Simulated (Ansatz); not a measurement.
# Alloy of GaN and ZnO (6 of 48 Ga sites, 6 of 48 N sites exchanged), 96 atoms

Aim: relax the alloy cell and compare the gap by PBEsol and r²SCAN.

All numbers are computed with Ansatz 0.2.0 (PAW, plane waves).

### 1 The starting cell

96 atoms (42 Ga, 6 Zn, 42 N, 6 O); a = 9.565 Å, b = 11.045 Å, c = 10.378 Å, α = 90.00°, β = 90.00°, γ = 90.00°. All atoms were shaken off their sites by about 0.02 Å along each axis; atoms next to an added one may be pushed further to make room.

The runs, in order: (2) PBEsol cell relaxation at the single k point (¼, ¼, ¼), on 1 × NVIDIA H100 80GB HBM3 with 4 threads of AMD EPYC 7R13; (3) r²SCAN single point at the single k point (¼, ¼, ¼), on 1 × NVIDIA H100 80GB HBM3 with 4 threads of AMD EPYC 7R13.

### 2 Relaxing cell and atoms with PBEsol

in.yaml

```yaml
crystal:
  lattice:
    - [9.565222, 0.000000, 0.000000]
    - [0.000000, 11.044967, 0.000000]
    - [0.000000, 0.000000, 10.378172]
  atoms:
    - { symbol: Ga, position: [0.168424, 0.083795, 0.249947] }
    - { symbol: Ga, position: [0.165335, 0.083903, 0.749237] }
    - { symbol: Ga, position: [0.002845, 0.335851, 0.251951] }
    - { symbol: Ga, position: [0.000047, 0.331230, 0.748287] }
    - { symbol: Ga, position: [0.501068, 0.081716, 0.248625] }
    - { symbol: Ga, position: [0.497729, 0.084705, 0.751216] }
    - { symbol: Ga, position: [0.334209, 0.335421, 0.248966] }
    - { symbol: Ga, position: [0.332566, 0.331590, 0.749883] }
    - { symbol: Ga, position: [0.169245, 0.585747, 0.250663] }
    - { symbol: Ga, position: [0.165661, 0.585069, 0.754008] }
    - { symbol: Ga, position: [0.998977, 0.830672, 0.749771] }
    - { symbol: Ga, position: [0.836575, 0.084728, 0.251574] }
    - { symbol: Ga, position: [0.831886, 0.083571, 0.749038] }
    - { symbol: Ga, position: [0.669303, 0.334122, 0.247746] }
    - { symbol: Ga, position: [0.669390, 0.333384, 0.750735] }
    - { symbol: Ga, position: [0.499473, 0.583934, 0.247943] }
    - { symbol: Ga, position: [0.498498, 0.582681, 0.745583] }
    - { symbol: Ga, position: [0.336672, 0.832253, 0.752803] }
    - { symbol: Ga, position: [0.830304, 0.582781, 0.248590] }
    - { symbol: Ga, position: [0.666409, 0.828342, 0.248357] }
    - { symbol: Ga, position: [0.002604, 0.167239, 0.500369] }
    - { symbol: Ga, position: [0.003024, 0.166417, 0.996782] }
    - { symbol: Ga, position: [0.334838, 0.167620, 0.503395] }
    - { symbol: Ga, position: [0.331529, 0.166901, 0.999578] }
    - { symbol: Ga, position: [0.168628, 0.416693, 0.503027] }
    - { symbol: Ga, position: [0.163401, 0.419898, 0.997719] }
    - { symbol: Ga, position: [0.999155, 0.667054, 0.499065] }
    - { symbol: Ga, position: [0.995920, 0.662540, 0.997325] }
    - { symbol: Ga, position: [0.666908, 0.165542, 0.500502] }
    - { symbol: Ga, position: [0.664717, 0.167033, 0.999920] }
    - { symbol: Ga, position: [0.498490, 0.416562, 0.500160] }
    - { symbol: Ga, position: [0.501592, 0.417068, 0.999505] }
    - { symbol: Ga, position: [0.339491, 0.666873, 0.000141] }
    - { symbol: Ga, position: [0.170044, 0.914406, 0.500000] }
    - { symbol: Ga, position: [0.164123, 0.914628, 0.003210] }
    - { symbol: Ga, position: [0.837259, 0.419410, 0.497608] }
    - { symbol: Ga, position: [0.666419, 0.667743, 0.498987] }
    - { symbol: Ga, position: [0.663898, 0.667150, 0.999721] }
    - { symbol: Ga, position: [0.501745, 0.915482, 0.499763] }
    - { symbol: Ga, position: [0.501448, 0.914701, 0.998818] }
    - { symbol: Ga, position: [0.835381, 0.917068, 0.499796] }
    - { symbol: Ga, position: [0.832507, 0.917601, 0.998308] }
    - { symbol: Zn, position: [0.000510, 0.831592, 0.255307] }
    - { symbol: Zn, position: [0.332045, 0.832743, 0.253589] }
    - { symbol: Zn, position: [0.829829, 0.581657, 0.750895] }
    - { symbol: Zn, position: [0.667419, 0.832471, 0.749615] }
    - { symbol: Zn, position: [0.333471, 0.667465, 0.501115] }
    - { symbol: Zn, position: [0.833762, 0.415326, 0.997148] }
    - { symbol: N, position: [0.997512, 0.169348, 0.190270] }
    - { symbol: N, position: [0.996304, 0.164889, 0.689884] }
    - { symbol: N, position: [0.334353, 0.167264, 0.188087] }
    - { symbol: N, position: [0.335022, 0.165492, 0.685219] }
    - { symbol: N, position: [0.166171, 0.415961, 0.186802] }
    - { symbol: N, position: [0.166963, 0.414642, 0.688586] }
    - { symbol: N, position: [0.001211, 0.667277, 0.189470] }
    - { symbol: N, position: [0.997783, 0.666865, 0.686406] }
    - { symbol: N, position: [0.663076, 0.164401, 0.188047] }
    - { symbol: N, position: [0.502288, 0.419057, 0.186468] }
    - { symbol: N, position: [0.503098, 0.420175, 0.690704] }
    - { symbol: N, position: [0.331725, 0.666005, 0.189780] }
    - { symbol: N, position: [0.329761, 0.666081, 0.687552] }
    - { symbol: N, position: [0.166024, 0.916593, 0.189116] }
    - { symbol: N, position: [0.167522, 0.918092, 0.688267] }
    - { symbol: N, position: [0.834257, 0.416413, 0.188232] }
    - { symbol: N, position: [0.828100, 0.415863, 0.686149] }
    - { symbol: N, position: [0.669458, 0.669115, 0.189631] }
    - { symbol: N, position: [0.663802, 0.664721, 0.687876] }
    - { symbol: N, position: [0.498390, 0.914050, 0.187494] }
    - { symbol: N, position: [0.498724, 0.917668, 0.690264] }
    - { symbol: N, position: [0.834806, 0.916169, 0.191019] }
    - { symbol: N, position: [0.836346, 0.914244, 0.684782] }
    - { symbol: N, position: [0.166714, 0.084692, 0.437302] }
    - { symbol: N, position: [0.499151, 0.080712, 0.438451] }
    - { symbol: N, position: [0.498351, 0.085382, 0.936048] }
    - { symbol: N, position: [0.332758, 0.332774, 0.442248] }
    - { symbol: N, position: [0.330204, 0.334473, 0.939894] }
    - { symbol: N, position: [0.170223, 0.580258, 0.438282] }
    - { symbol: N, position: [0.165645, 0.581490, 0.938769] }
    - { symbol: N, position: [0.999350, 0.834735, 0.441295] }
    - { symbol: N, position: [0.831962, 0.086038, 0.440187] }
    - { symbol: N, position: [0.831035, 0.084112, 0.938840] }
    - { symbol: N, position: [0.667597, 0.333004, 0.439657] }
    - { symbol: N, position: [0.666124, 0.335336, 0.938652] }
    - { symbol: N, position: [0.500748, 0.580398, 0.436717] }
    - { symbol: N, position: [0.502053, 0.584850, 0.936504] }
    - { symbol: N, position: [0.329495, 0.834655, 0.439818] }
    - { symbol: N, position: [0.335383, 0.831128, 0.940019] }
    - { symbol: N, position: [0.831143, 0.584350, 0.442253] }
    - { symbol: N, position: [0.668196, 0.833286, 0.440505] }
    - { symbol: N, position: [0.669435, 0.834918, 0.937928] }
    - { symbol: O, position: [0.668950, 0.168022, 0.689741] }
    - { symbol: O, position: [0.163652, 0.081067, 0.938265] }
    - { symbol: O, position: [0.000248, 0.333916, 0.437205] }
    - { symbol: O, position: [0.002534, 0.333034, 0.938357] }
    - { symbol: O, position: [0.998914, 0.828850, 0.937832] }
    - { symbol: O, position: [0.835000, 0.584287, 0.938119] }
  symmetry: { detect: false }
kpoints:
  mp_grid: { grid: [1, 1, 1], shift: [0.25, 0.25, 0.25] }
hamiltonian:
  xc: pbesol
scf:
  occupations: { method: fermi_dirac, width: 0.01 }
relax:
  f_tol: 0.03
  max_steps: 80
  escape_saddle: false
  adjacent_minimum: "off"
  cell: { fix: [alpha, beta, gamma] }
output:
  forces: true
  eigenvalues: true
  populations: true
```

On the command line:

```bash
> ansatz run in.yaml --threads 4 --pin off --max-ram 61750MiB --runs-dir r --events-out ev --progress --plain --backend cuda --devices 0, --max-vram 37GiB
```

The runs that follow: Single point with r²SCAN.

Q: Predict the outcome of this session. Wanted: for each run, top filled to lowest empty.

The runs gave:

| level | time | top filled to lowest empty (eV) |
| --- | --- | --- |
| PBEsol, relaxation | 25 s (GPU) | 1.88 |
| r²SCAN | 17 s (GPU) | 2.26 |

```
     quantity                                                                        value
   relaxation                                             7 recorded steps, 4.48 eV gained
largest shift                                                                0.16 Å (Zn48)
 relaxed cell  a = 9.580 Å, b = 11.068 Å, c = 10.399 Å, α = 90.00°, β = 90.00°, γ = 90.00°
   mean bonds                             Ga–N 1.936, Ga–O 2.020, N–Zn 2.003, O–Zn 2.109 Å
```

**Reading.** The relaxation lowers the energy by 4.48 eV; the largest shift is 0.16 Å (Zn48), while the volume changes by +0.6 %. Part of this undoes the random shake of the start. The mean lengths of the listed bonds run from Ga–N 1.94 Å to O–Zn 2.11 Å. With one k point the spacing samples only the states that fold onto it, so it can exceed the gap over the zone.
